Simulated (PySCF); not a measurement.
**C5H6F2: electronic excitations and core binding energies**

Aim: predict the electronic excitations and core binding energies of C5H6F2 (`CC1=CC(F)(F)C1`).

Programs: PySCF 2.14.0, with density-fitted response routines of our own. Each step states its level of theory. These are calculated values for one molecule in the gas phase, unless marked as measured. Atoms are numbered from 0 throughout.

**1. The starting structure**

13 atoms, charge 0, multiplicity 1; geometry from: GFN2-xTB.

Bonds of the start (Å): C0–C1 1.48, C1–C2 1.34, C2–C3 1.50, C3–F4 1.36, C3–F5 1.36, C3–C6 1.55, C6–C1 1.52, C0–H7 1.09, C0–H8 1.09, C0–H9 1.09, C2–H10 1.07, C6–H11 1.09, C6–H12 1.09.

**2. Ultraviolet spectrum: B3LYP/def2-SVPD**

The job: settings as JSON, then the geometry in Å.

```
{"job": {"kind": "uv", "xc": "B3LYP", "basis": "def2-SVPD", "nstates": 8, "ntriplets": 3}, "charge": 0, "multiplicity": 1}
C      1.876794    -0.174522    -0.334411
C      0.424614    -0.165247    -0.072031
C     -0.515222    -1.093715     0.128423
C     -1.602768    -0.070281     0.289840
F     -2.605620    -0.090297    -0.627528
F     -2.226353    -0.022417     1.496601
C     -0.521821     1.011049     0.059623
H      2.399108     0.373591     0.449069
H      2.253263    -1.192863    -0.372061
H      2.086776     0.322236    -1.281082
H     -0.539229    -2.164188     0.169590
H     -0.359278     1.662522     0.916186
H     -0.674652     1.604618    -0.839947
```

Level: TDDFT B3LYP/def2-SVPD, vertical, gas phase, core orbitals frozen in the response.

Command:

```sh
OMP_NUM_THREADS=1 python probes_run.py task.json out
```

This one command runs all jobs of the session in turn.

What it wrote:

```text
coarse grid: 11328 points
cycle   1  E = -393.3570487043  dE =  9.737e-01  |g| = 7.036e-01  |ddm| = 6.322e+00
cycle   2  E = -393.2785840637  dE =  7.846e-02  |g| = 1.009e+00  |ddm| = 2.100e+00
cycle   3  E = -393.4498924486  dE = -1.713e-01  |g| = 9.458e-02  |ddm| = 1.132e+00
cycle   4  E = -393.4516267433  dE = -1.734e-03  |g| = 3.154e-02  |ddm| = 1.966e-01
cycle   5  E = -393.4518521918  dE = -2.254e-04  |g| = 6.182e-03  |ddm| = 6.185e-02
cycle   6  E = -393.4518601071  dE = -7.915e-06  |g| = 2.446e-03  |ddm| = 1.586e-02
final grid: 111480 points
cycle   7  E = -393.5148414934  dE = -3.662e-05  |g| = 7.189e-03  |ddm| = 1.742e-01
cycle   8  E = -393.5148267944  dE =  1.470e-05  |g| = 1.132e-02  |ddm| = 2.432e-02
cycle   9  E = -393.5148517192  dE = -2.492e-05  |g| = 9.391e-04  |ddm| = 1.420e-02
cycle  10  E = -393.5148519213  dE = -2.022e-07  |g| = 2.815e-04  |ddm| = 2.022e-03
cycle  11  E = -393.5148519385  dE = -1.714e-08  |g| = 1.243e-04  |ddm| = 6.432e-04
cycle  12  E = -393.5148519417  dE = -3.255e-09  |g| = 1.300e-05  |ddm| = 1.937e-04
cycle  13  E = -393.5148519418  dE = -3.388e-11  |g| = 5.538e-06  |ddm| = 3.892e-05
converged SCF energy = -393.5148519418

Static polarisability (au): isotropic 59.237, principal 48.026 58.723 70.962

Singlet excitations
state   eV       nm        f      main configurations
  1   6.9917    177.3   0.00030   H->L+1 0.97
  2   6.9938    177.3   0.26743   H->L 0.95
  3   7.0274    176.4   0.00039   H-1->L 0.97
  4   7.7078    160.9   0.00060   H-2->L 0.95
  5   7.8895    157.2   0.00425   H->L+2 0.95
  6   8.1016    153.0   0.02475   H->L+3 0.96
  7   8.3495    148.5   0.02931   H-1->L+1 0.98
  8   8.4136    147.4   0.00020   H-3->L 0.94

Triplet excitations (Tamm-Dancoff, eV): 4.4229 6.7619 6.9127
```

Run time: 31 s. Hardware: 1 thread of Arm Neoverse V1, shared host; peak memory 0.73 GiB.

The orbitals next to the gap, with their largest atomic shares:

```tsv
orbital	eV	atoms
HOMO−3	-10.45	C2 19 %, C1 18 %, C0 17 %
HOMO−2	-9.68	C6 26 %, C1 22 %, C0 14 %
HOMO−1	-8.86	C3 20 %, C6 19 %, F4 18 %
HOMO	-7.64	C2 36 %, C1 29 %, C6 8 %
LUMO	-0.53	C1 34 %, C2 30 %, C0 7 %
LUMO+1	0.26	C0 30 %, H7 10 %, H9 10 %
LUMO+2	1.15	C3 17 %, C6 12 %, F5 12 %
```

With each of the 8 states as a Gaussian band of 0.4 eV half-width at 1/e, the curve within the window shown has maxima at 177 nm (ε 11,000), 151 nm (ε 2,100) L/(mol cm). Beyond the last state computed it falls off for lack of states. The curve at chosen wavelengths:

nm, ε (L/mol/cm) and a bar:
```
      142        622 
      144       1056 #
      146       1522 ###
      148       1896 ####
      150       2077 ####
      152       2029 ####
      154       1796 ###
      156       1474 ##
      158       1187 ##
      160       1068 #
      162       1256 ##
      164       1877 ####
      166       3009 #######
      169       5554 ##############
      171       7500 ####################
      173       9247 #########################
      175      10444 #############################
      177      10859 ##############################
      179      10447 #############################
      181       9347 ##########################
      183       7813 #####################
      185       6130 ################
      187       4532 ###########
      189       3170 #######
      191       2105 ####
      193       1332 ##
```

Leading natural transition orbitals of singlet state 2: the hole lies on C2 37 %; C1 24 %; H11, H12 about 8 % each; the particle on C1 34 %; C2 22 %; H10 11 %.

Leading natural transition orbitals of singlet state 1: the hole lies on C2 41 %; C1 29 %; the particle on H7, H8, H9 about 19 % each; H10, H11, H12 about 9 % each.

Ground-state properties from the same run:

```tsv
property	computed
dipole moment (D)	3.44
polarisability (Å³)	8.78
HOMO–LUMO gap (eV)	7.11
−ε(HOMO) (eV)	7.64
```

Orbitals, density, ELF and potential are computed afterwards from the orbital file.

Frontier orbitals at B3LYP/def2-SVPD, with the share of their density that lies nearest to each atom:

```tsv
orbital	energy (eV)	lies on
HOMO	-7.64	C2 41 %; C1 29 %
LUMO	-0.52	C1 38 %; C2 27 %; H10 9 %
```

ELF in a plane through or near 7 of the atoms.

Ten even steps from ' ' (0.00) to '@' (1.00):
```
                                                        
                                                        
                                                        
                        ..==####++::                    
                        ##@@@@@@@@%%..                  
            --==::      **@@@@@@@@##..                  
        ::@@@@@@@@==    --##@@@@%%++..                  
      ..++@@@@@@@@##    ==++::==++##==                  
        ::%%@@@@@@##++++##%%++::%%@@++--..              
          --++**--::@@##==..++--**--##::::              
          ..==++--::%%##--**%%++%%@@++--::              
          ..--****==----##@@++--==%%##::                
            ....::..    ::==--::--==--                  
                        ..::++**++==..                  
                            ..::....                    
                                                        
                                                        
                                                        
                                                        
                                                        
```
The map spans 10.1 Å across and 9.6 Å up, centred on the molecule. Atoms in the plane (x, y in Å): C0 (-1.9, 0.0), C1 (-0.4, 0.1), C2 (0.4, 1.1), C3 (1.6, 0.2), C6 (0.6, -1.0), H8 (-2.4, 1.0), H10 (0.4, 2.2).

On the surface of density 0.002 e/bohr³ the electrostatic potential runs, from the 1st to the 99th percentile, from -1.08 V near F4 to 1.05 V near H7.

**3. X-ray photoelectron lines: SCAN, X2C**

Settings changed since step 2:

```diff
@@ -1,2 +1,2 @@
-{"job": {"kind": "uv", "xc": "B3LYP", "basis": "def2-SVPD", "nstates": 8, "ntriplets": 3}, "charge": 0, "multiplicity": 1}
+{"job": {"kind": "xps"}, "charge": 0, "multiplicity": 1}
 C      1.876794    -0.174522    -0.334411
```

Level: delta-SCF UKS SCAN, pcX-2 on the ionised atom, pcseg-1 elsewhere, spin-free X2C.

What it wrote:

```text
ground state, core basis on atom 0 (C), 159 functions
  cycle   1  E = -393.72428452  |g| = 7.09e-01
  cycle   2  E = -393.62721102  |g| = 1.04e+00
  cycle   3  E = -393.81892374  |g| = 1.31e-01
  cycle   4  E = -393.82238469  |g| = 3.81e-02
  cycle   5  E = -393.82266877  |g| = 1.55e-02
  cycle   6  E = -393.82272232  |g| = 6.82e-03
  cycle   7  E = -393.82273450  |g| = 2.38e-03
  cycle   8  E = -393.82273599  |g| = 3.63e-04
  E(ground) = -393.82485571 Eh
hole in C 1s of atom 0
  cycle   1  E = -382.56136682  |g| = 1.50e+00
  cycle   2  E = -381.92695833  |g| = 1.77e+00
  cycle   3  E = -383.00260418  |g| = 4.79e-01
  cycle   4  E = -383.03401635  |g| = 3.91e-01
  cycle   5  E = -383.11541959  |g| = 5.72e-02
  cycle   6  E = -383.11662593  |g| = 2.15e-02
  cycle   7  E = -383.11684083  |g| = 5.03e-03
  cycle   8  E = -383.11685668  |g| = 3.44e-03
  cycle   9  E = -383.11686318  |g| = 1.53e-03
  cycle  10  E = -383.11686718  |g| = 1.11e-03
  cycle  11  E = -383.11687076  |g| = 8.71e-04
  cycle  12  E = -383.11687442  |g| = 7.58e-04
  cycle  13  E = -383.11688159  |g| = 5.62e-04
  cycle  14  E = -383.11688703  |g| = 4.71e-04
  E(ion) = -383.11875366 Eh   <S^2> = 0.7697   hole on atom = 1.000   binding energy = 291.328 eV
ground state, core basis on atom 1 (C), 159 functions
  cycle   1  E = -393.82691298  |g| = 6.03e-02
  cycle   2  E = -393.82681914  |g| = 3.09e-02
  cycle   3  E = -393.82682022  |g| = 3.06e-02
  cycle   4  E = -393.82702441  |g| = 9.62e-03
  cycle   5  E = -393.82705005  |g| = 9.61e-04
  cycle   6  E = -393.82705094  |g| = 2.98e-04
  E(ground) = -393.82994584 Eh
hole in C 1s of atom 1
  cycle   1  E = -382.54338244  |g| = 1.52e+00
  cycle   2  E = -381.31591059  |g| = 2.17e+00
  cycle   3  E = -382.99855096  |g| = 5.46e-01
  cycle   4  E = -383.08684504  |g| = 3.11e-01
  cycle   5  E = -383.12088895  |g| = 8.42e-02
  cycle   6  E = -383.12390962  |g| = 2.19e-02
  cycle   7  E = -383.12431666  |g| = 1.15e-02
  cycle   8  E = -383.12456733  |g| = 7.51e-03
  cycle   9  E = -383.12478113  |g| = 6.44e-03
  cycle  10  E = -383.12486675  |g| = 3.76e-03
  cycle  11  E = -383.12488497  |g| = 2.50e-03
  cycle  12  E = -383.12488890  |g| = 1.10e-03
  cycle  13  E = -383.12489029  |g| = 2.08e-04
  E(ion) = -383.12764766 Eh   <S^2> = 0.8622   hole on atom = 1.000   binding energy = 291.224 eV
ground state, core basis on atom 2 (C), 159 functions
  cycle   1  E = -393.82696807  |g| = 6.20e-02
  cycle   2  E = -393.82636687  |g| = 5.57e-02
  cycle   3  E = -393.82671526  |g| = 4.12e-02
  cycle   4  E = -393.82714878  |g| = 7.26e-03
  cycle   5  E = -393.82716208  |g| = 6.33e-04
  cycle   6  E = -393.82716179  |g| = 2.94e-04
  E(ground) = -393.83040314 Eh
hole in C 1s of atom 2
  cycle   1  E = -382.57366737  |g| = 1.52e+00
  cycle   2  E = -381.59591743  |g| = 2.02e+00
  cycle   3  E = -383.06363243  |g| = 4.61e-01
  cycle   4  E = -383.12762780  |g| = 2.72e-01
  cycle   5  E = -383.15098817  |g| = 8.21e-02
  cycle   6  E = -383.15341610  |g| = 2.21e-02
  cycle   7  E = -383.15364549  |g| = 9.18e-03
  cycle   8  E = -383.15369633  |g| = 4.90e-03
  cycle   9  E = -383.15371238  |g| = 2.08e-03
  cycle  10  E = -383.15371780  |g| = 1.14e-03
  cycle  11  E = -383.15371923  |g| = 3.56e-04
  E(ion) = -383.15720517 Eh   <S^2> = 0.7830   hole on atom = 1.000   binding energy = 290.433 eV
ground state, core basis on atom 3 (C), 159 functions
  cycle   1  E = -393.83462031  |g| = 6.27e-02
  cycle   2  E = -393.83415626  |g| = 5.09e-02
  cycle   3  E = -393.83433491  |g| = 4.24e-02
  cycle   4  E = -393.83478464  |g| = 6.80e-03
  cycle   5  E = -393.83479484  |g| = 1.30e-03
  cycle   6  E = -393.83479566  |g| = 3.21e-04
  E(ground) = -393.83632092 Eh
hole in C 1s of atom 3
  cycle   1  E = -382.43033953  |g| = 1.51e+00
  cycle   2  E = -378.81237571  |g| = 3.09e+00
  cycle   3  E = -382.77220000  |g| = 6.55e-01
  cycle   4  E = -382.85993783  |g| = 5.60e-01
  cycle   5  E = -382.97879296  |g| = 1.18e-01
  cycle   6  E = -382.98306481  |g| = 6.08e-02
  cycle   7  E = -382.98483472  |g| = 1.83e-02
  cycle   8  E = -382.98497467  |g| = 7.85e-03
  cycle   9  E = -382.98501066  |g| = 2.15e-03
  cycle  10  E = -382.98501332  |g| = 1.42e-03
  cycle  11  E = -382.98501636  |g| = 5.48e-04
  cycle  12  E = -382.98501760  |g| = 2.93e-04
  E(ion) = -382.98835814 Eh   <S^2> = 0.7743   hole on atom = 1.000   binding energy = 295.188 eV
ground state, core basis on atom 4 (F), 159 functions
  cycle   1  E = -393.86802392  |g| = 1.17e-01
  cycle   2  E = -393.86765773  |g| = 6.20e-02
  cycle   3  E = -393.86760703  |g| = 6.52e-02
  cycle   4  E = -393.86821306  |g| = 4.68e-03
  cycle   5  E = -393.86821791  |g| = 1.09e-03
  cycle   6  E = -393.86821809  |g| = 4.35e-04
  E(ground) = -393.87298004 Eh
hole in F 1s of atom 4
  cycle   1  E = -367.51402674  |g| = 2.58e+00
  cycle   2  E = -367.07504811  |g| = 2.33e+00
  cycle   3  E = -368.20434613  |g| = 6.72e-01
  cycle   4  E = -368.31438327  |g| = 4.55e-01
  cycle   5  E = -368.40282652  |g| = 1.01e-01
  cycle   6  E = -368.40676697  |g| = 5.31e-02
  cycle   7  E = -368.40817960  |g| = 1.11e-02
  cycle   8  E = -368.40821285  |g| = 6.14e-03
  cycle   9  E = -368.40822773  |g| = 1.36e-03
  cycle  10  E = -368.40822965  |g| = 4.28e-04
  E(ion) = -368.41896228 Eh   <S^2> = 0.7572   hole on atom = 1.000   binding energy = 692.639 eV
ground state, core basis on atom 6 (C), 159 functions
  cycle   1  E = -393.82491972  |g| = 9.02e-02
  cycle   2  E = -393.82334724  |g| = 1.21e-01
  cycle   3  E = -393.82562134  |g| = 2.11e-02
  cycle   4  E = -393.82568671  |g| = 7.65e-03
  cycle   5  E = -393.82569934  |g| = 1.85e-03
  cycle   6  E = -393.82570196  |g| = 5.30e-04
  cycle   7  E = -393.82569979  |g| = 9.99e-05
  E(ground) = -393.82839637 Eh
hole in C 1s of atom 6
  cycle   1  E = -382.56388691  |g| = 1.51e+00
  cycle   2  E = -381.68146772  |g| = 1.98e+00
  cycle   3  E = -383.03881937  |g| = 4.69e-01
  cycle   4  E = -383.07932722  |g| = 3.38e-01
  cycle   5  E = -383.12572309  |g| = 7.92e-02
  cycle   6  E = -383.12795245  |g| = 4.06e-02
  cycle   7  E = -383.12865809  |g| = 1.20e-02
  cycle   8  E = -383.12872143  |g| = 5.14e-03
  cycle   9  E = -383.12874048  |g| = 1.72e-03
  cycle  10  E = -383.12874484  |g| = 1.25e-03
  cycle  11  E = -383.12874886  |g| = 7.08e-04
  cycle  12  E = -383.12874933  |g| = 5.39e-04
  cycle  13  E = -383.12875143  |g| = 4.20e-04
  E(ion) = -383.13080717 Eh   <S^2> = 0.7711   hole on atom = 1.000   binding energy = 291.096 eV
```

It took 61 s on 1 thread of Arm Neoverse V1, shared host; peak memory 0.59 GiB.

The holes in one table. −ε is the ground-state orbital energy:

```tsv
hole	stands for	environment	ΔSCF (eV)	−ε (eV)	⟨S²⟩
C1s on C0	C0	allylic methyl carbon	291.33	274.1	0.770
C1s on C1	C1	fully substituted alkene carbon	291.22 (doubtful)	274.7	0.862
C1s on C2	C2	alkene CH	290.43	273.9	0.783
C1s on C3	C3	allylic fully substituted sp3 carbon bonded to 2 F	295.19	278.0	0.774
F1s on F4	F4, F5	fluorine of a CF2 group	692.64	666.7	0.757
C1s on C6	C6	allylic sp3 CH2	291.10	274.1	0.771
```

Each hole run stands for the others of its class of like atoms.

Doubtful: the ion did not converge, its hole moved, or its ⟨S²⟩ is well above 0.75.

**4. Summary of results**

| quantity | value |
| --- | --- |
| lowest singlet (B3LYP/def2-SVPD) | 6.99 eV (177 nm), f = 0.000 |
| brightest single state of those computed | state 2, 6.99 eV, f = 0.267 |
| lowest triplet | 4.42 eV |
| surface potential, 1st and 99th percentile | -1.08 V and 1.05 V |
| C1s binding energies, SCAN/pcX-2 (standing for 4 of 5 atoms) | C3 295.19, C0 291.33, C6 291.10, C2 290.43 eV |
| F1s binding energies, SCAN/pcX-2 | F4 692.64 eV |

In words: The first singlet state (HOMO→LUMO+1 0.97) lies at 6.99 eV and is dark; of the 8 states computed, the strongest absorption comes from state 2 at 6.99 eV. The lowest triplet lies 2.57 eV below the lowest singlet (triplets in Tamm-Dancoff, singlets in full TDDFT). At B3LYP/def2-SVPD, counted by nearest atom on the grid, the HOMO lies on C2 41 %; C1 29 %, the LUMO on C1 38 %; C2 27 %. C3 (allylic fully substituted sp3 carbon bonded to 2 F) binds its C1s electron 4.76 eV more tightly than C2 (alkene CH). Only 4 of the 5 C atoms are covered by sound results.
